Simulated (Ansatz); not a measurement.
# Ni: the cost of one run

Computed with Ansatz 0.2.0, Gaussian basis. Level: def2-QZVPP, core rule «outside noble gas», up to 9 orbitals frozen.

Plan: UHF; CCSD(T) on ROHF; CCSD(T) on UHF.

### 1 The atom

A free atom, in its lowest state of this spin that the program finds.

1 atom, charge 0, spin multiplicity 3.

### 2 UHF

in.yaml

```yaml
crystal:
  periodic: [false, false, false]
  atoms:
    - {symbol: Ni, position_ang: [0.000000, 0.000000, 0.000000]}
basis:
  gaussian: {orbitals: "def2-QZVPP.json"}
magnetization: {spin_polarized: true, initial_magnetization: 2}
hamiltonian: {xc: hf}
output: {orbitals: {seedname: orbitals}}
```

Launch:

```
$ ansatz run in.yaml --threads 1 --pin off --events-out ev --progress --plain --max-ram 2611MiB
```

What time and memory should one allow on 1 thread of Intel Xeon, shared host?

About 17 s, with a peak of 0.25 GiB.
